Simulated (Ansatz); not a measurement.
**GeH7NO (built from SMILES O.[NH2][GeH3]): a reaction path by the nudged elastic band**

What path joins these two structures, and how high does it climb? Both ends were relaxed at PBE0-D4 in triple zeta.

Method: PBE0-D4/def2-SVP; program: Ansatz 0.2.0, Gaussian basis.

22 further runs of the same task are left out: 22 set aside as unsound or not needed.

### Step 1. The system as given

The first end: 10 atoms, charge 0, spin multiplicity 1.

Atoms are counted from 1 here; the program's logs count them from 0.

Bond lengths: Ge1–N2 1.860 Å, Ge1–H3 1.544 Å, Ge1–H4 1.531 Å, Ge1–H5 1.533 Å, N2–H8 1.012 Å, N2–H9 1.012 Å, H6–O7 0.975 Å, O7–H10 0.959 Å. Angles: N2–Ge1–H3 112.4°, N2–Ge1–H4 106.6°, N2–Ge1–H5 106.3°, H3–Ge1–H4 110.0°, H3–Ge1–H5 109.4°, H4–Ge1–H5 112.0°, Ge1–N2–H8 112.8°, Ge1–N2–H9 113.0°, H8–N2–H9 107.5°, H6–O7–H10 105.5°.

Geometry (Å):

```xyz
10

Ge   -0.4790   -1.0620   -0.7412
N     0.9722   -0.0425   -0.1796
H    -0.0683   -2.1765   -1.7283
H    -1.0936   -1.6784    0.5181
H    -1.4432   -0.0937   -1.4368
H     0.1052    1.1606    1.0709
O    -0.4871    1.5962    1.7113
H     1.6428   -0.5774    0.3582
H     1.4719    0.3903   -0.9459
H    -0.6209    2.4832    1.3732
```

The second end:

```
Ge   -1.2489   -0.3830   -0.3538
N     1.7555   -0.1979    0.1598
H    -0.5879   -0.5017   -1.7302
H    -0.9165   -1.5544    0.5751
H    -2.7863   -0.2790   -0.5251
H     1.3927    0.6808    0.5132
O    -0.7614    1.1642    0.4211
H     2.2354   -0.6647    0.9187
H     2.4429    0.0130   -0.5523
H    -1.5254    1.7227    0.5735
```

### Step 2. The band at PBE0-D4/def2-SVP

neb/in.yaml reads:

```yaml
crystal:
  periodic: [false, false, false]
  atoms:
    - {symbol: Ge, position_ang: [-0.478967, -1.061983, -0.741174]}
    - {symbol: N, position_ang: [0.972176, -0.042487, -0.179578]}
    - {symbol: H, position_ang: [-0.068283, -2.176466, -1.728259]}
    - {symbol: H, position_ang: [-1.093606, -1.678398, 0.518146]}
    - {symbol: H, position_ang: [-1.443222, -0.093709, -1.436779]}
    - {symbol: H, position_ang: [0.105247, 1.160587, 1.070863]}
    - {symbol: O, position_ang: [-0.487065, 1.596244, 1.711332]}
    - {symbol: H, position_ang: [1.642800, -0.577361, 0.358180]}
    - {symbol: H, position_ang: [1.471924, 0.390309, -0.945934]}
    - {symbol: H, position_ang: [-0.620904, 2.483164, 1.373205]}
basis:
  gaussian: {orbitals: def2-SVP}
hamiltonian: {xc: pbe0, dispersion: d4}
neb:
  images: 5
  climbing: true
  max_iterations: 40
  initial_path: idpp
  final_atoms:
    - {symbol: Ge, position_ang: [-1.248906, -0.382978, -0.353843]}
    - {symbol: N, position_ang: [1.755506, -0.197926, 0.159791]}
    - {symbol: H, position_ang: [-0.587909, -0.501734, -1.730240]}
    - {symbol: H, position_ang: [-0.916453, -1.554380, 0.575149]}
    - {symbol: H, position_ang: [-2.786272, -0.279049, -0.525136]}
    - {symbol: H, position_ang: [1.392715, 0.680815, 0.513221]}
    - {symbol: O, position_ang: [-0.761391, 1.164164, 0.421127]}
    - {symbol: H, position_ang: [2.235372, -0.664677, 0.918731]}
    - {symbol: H, position_ang: [2.442888, 0.012971, -0.552349]}
    - {symbol: H, position_ang: [-1.525449, 1.722695, 0.573549]}
```

Started as:

```
$ ansatz run in.yaml --threads 4 --pin off --events-out ev --progress --plain --max-ram 9574MiB
```

Log:

```text
Functional definition: PBE0
  name "PBE0"
  cite "Adamo & Barone, J. Chem. Phys. 110, 6158 (1999) doi:10.1063/1.478522"
  cite "Perdew, Burke & Ernzerhof, Phys. Rev. Lett. 77, 3865 (1996) doi:10.1103/PhysRevLett.77.3865"
  parent pbe
  parameter a = 0.25
  parameter kappa = 0.804
  parameter beta = 0.06672455060314922
  exchange = (1 - a)*pbe_x(kappa = kappa, mu = beta*pi^2/3) + a*exact_x
  correlation = pbe_c(beta = beta)
1023 factors; integrals over basis functions are off by at most 4.5e-4 eV
mean field evaluation 1: about -60140.9835 eV, gradient 6.4e1 eV
mean field evaluation 2: about -60133.3555 eV, gradient 8.7e1 eV
mean field evaluation 4: about -60148.3042 eV, gradient 4.0e0 eV
mean field evaluation 8: about -60148.3473 eV, gradient 4.6e-2 eV
mean field -60148.34730044 eV, -2210.4109932772 hartree, gradient 2.3e-5 eV, S^2 0.000000; 0 other end points of the search recorded, 0 dependent functions left out
the calculation of the forces begins
reference -60148.34732773 eV, -2210.4109942799 hartree; 27, 27 occupied and 68, 68 virtual orbitals, 1023 factors
[... from here to the last solve, the lines of the solves are left out (90 solves) ...]
WARN: NEB end point (image 0): max|allowed force component| = 3.609e-1 eV/Å (the criterion of neb.relax_end_points is 1.000e-2). That is over neb.f_tol: it is no minimum, so the barrier can be far off. Relax it first
WARN: NEB end point (image 6): max|allowed force component| = 3.585e-1 eV/Å (the criterion of neb.relax_end_points is 1.000e-2). That is over neb.f_tol: it is no minimum, so the barrier can be far off. Relax it first
NEB iter   1: max|band force component| = 4.542e0 eV/Å  barrier→ = 3.5134 eV  barrier← = 3.6447 eV  Δτ_max = 0.2000 Å  (179 SCF iters)
NEB iter   2: max|band force component| = 2.281e0 eV/Å  barrier→ = 1.7214 eV  barrier← = 1.8526 eV  Δτ_max = 0.2000 Å  (144 SCF iters)
NEB iter   3: max|band force component| = 1.004e1 eV/Å  barrier→ = 1.2972 eV  barrier← = 1.4285 eV  Δτ_max = 0.1013 Å  (142 SCF iters)
NEB iter   4: max|band force component| = 1.921e0 eV/Å  barrier→ = 1.0281 eV  barrier← = 1.1594 eV  Δτ_max = 0.2000 Å  (137 SCF iters)
NEB iter   5: max|band force component| = 6.367e-1 eV/Å  barrier→ = 0.9998 eV  barrier← = 1.1310 eV  Δτ_max = 0.2000 Å  (134 SCF iters)
NEB iter   6: max|band force component| = 5.073e-1 eV/Å  barrier→ = 0.9838 eV  barrier← = 1.1151 eV  CI = image 3  Δτ_max = 0.1673 Å  (130 SCF iters)
NEB iter   7: max|band force component| = 2.157e-1 eV/Å  barrier→ = 0.9665 eV  barrier← = 1.0978 eV  CI = image 3  Δτ_max = 0.0410 Å  (131 SCF iters)
NEB iter   8: max|band force component| = 1.310e-1 eV/Å  barrier→ = 0.9610 eV  barrier← = 1.0923 eV  CI = image 3  Δτ_max = 0.0451 Å  (127 SCF iters)
NEB iter   9: max|band force component| = 7.160e-2 eV/Å  barrier→ = 0.9586 eV  barrier← = 1.0898 eV  CI = image 3  Δτ_max = 0.0303 Å  (127 SCF iters)
NEB iter  10: max|band force component| = 6.308e-2 eV/Å  barrier→ = 0.9573 eV  barrier← = 1.0886 eV  CI = image 3  Δτ_max = 0.0191 Å  (128 SCF iters)
1024 factors; integrals over basis functions are off by at most 9.4e-4 eV
mean field evaluation 704: about -60147.6927 eV, gradient 2.3e-6 eV
mean field -60147.69271048 eV, -2210.3869375396 hartree, gradient 2.3e-6 eV, S^2 0.000000; 0 other end points of the search recorded, 0 dependent functions left out
the calculation of the forces begins
reference -60147.69273744 eV, -2210.3869385304 hartree; 27, 27 occupied and 68, 68 virtual orbitals, 1024 factors
NEB iter  11: max|band force component| = 4.147e-2 eV/Å  barrier→ = 0.9569 eV  barrier← = 1.0881 eV  CI = image 3  CI's point: of a kind that is not told: the force calls were inconclusive, a negative curvature could not be distinguished from the path's own, the only one lies far off the path, or fixed occupations may fill a level only in part  Δτ_max = 0.0000 Å  (858 SCF iters)
Total energy: -60147.50262104 eV, -2210.3799518815 hartree
Atom 0 at    -0.739355    -0.487532    -0.344470 Å, force     0.016883     0.026047     0.017176 eV/Å
Atom 1 at     1.221628    -0.154903     0.075109 Å, force    -0.038010     0.029107     0.021155 eV/Å
Atom 2 at    -0.389096    -1.665024    -1.346022 Å, force    -0.001973    -0.004254    -0.013687 eV/Å
Atom 3 at    -1.496003    -1.216923     0.775349 Å, force    -0.004243     0.001085     0.003506 eV/Å
Atom 4 at    -1.494133     0.472267    -1.297244 Å, force     0.003495    -0.014536    -0.002239 eV/Å
Atom 5 at     0.754467     0.750085     0.639041 Å, force     0.034374    -0.008086    -0.014964 eV/Å
Atom 6 at    -0.486227     1.159070     0.961159 Å, force    -0.025352    -0.026237     0.009103 eV/Å
Atom 7 at     1.663248    -0.872810     0.647797 Å, force     0.003405    -0.008482    -0.003671 eV/Å
Atom 8 at     1.810488     0.029148    -0.734900 Å, force    -0.000075    -0.000775    -0.005797 eV/Å
Atom 9 at    -0.844916     1.986523     0.624183 Å, force     0.011496     0.006130    -0.010581 eV/Å
Dipole moment:     0.543196     0.057647    -0.185549 e Å
```

It took 92 s on 4 threads of Arm Neoverse V1, shared host.

The last band:

```
image  path (Å)  energy (eV)  Ge1–O7 (Å)  N2–H6 (Å)  Ge1–N2 (Å)  H6–O7 (Å)
    0      0.00        0.000        3.62       1.94        1.86       0.98
    1      0.76       -0.041        3.25       1.90        1.86       0.98
    2      1.51        0.134        2.66       1.69        1.89       1.00
    3      2.27        0.957        2.12       1.16        2.03       1.35
    4      3.22        0.465        1.87       1.03        2.32       1.77
    5      4.18       -0.056        1.81       1.02        2.64       2.04
    6      5.13       -0.131        1.80       1.01        3.05       2.21
```

The highest image, 3:

```
Ge   -0.7394   -0.4875   -0.3445
N     1.2216   -0.1549    0.0751
H    -0.3891   -1.6650   -1.3460
H    -1.4960   -1.2169    0.7753
H    -1.4941    0.4723   -1.2972
H     0.7545    0.7501    0.6390
O    -0.4862    1.1591    0.9612
H     1.6632   -0.8728    0.6478
H     1.8105    0.0291   -0.7349
H    -0.8449    1.9865    0.6242
```

### Step 3. Summary of results

| quantity | value |
| --- | --- |
| PBE0-D4/def2-SVP, 11 iterations | highest 0.957 eV (image 3), last end -0.131 eV |
| from earlier runs: barrier over the separately found saddle, CCSD(T)/def2-TZVPP | 1.204 eV |

The highest image lies 0.957 eV above the first end, and it climbed, so it estimates the saddle. The ends are not quite minima at this level (largest force component 0.36 eV/Å), so the heights are unreliable: relaxing the first end would lower it and raise the barrier above it. The highest image is 0.247 eV below the CCSD(T) barrier in triple zeta, which comes from separate runs on the saddle.
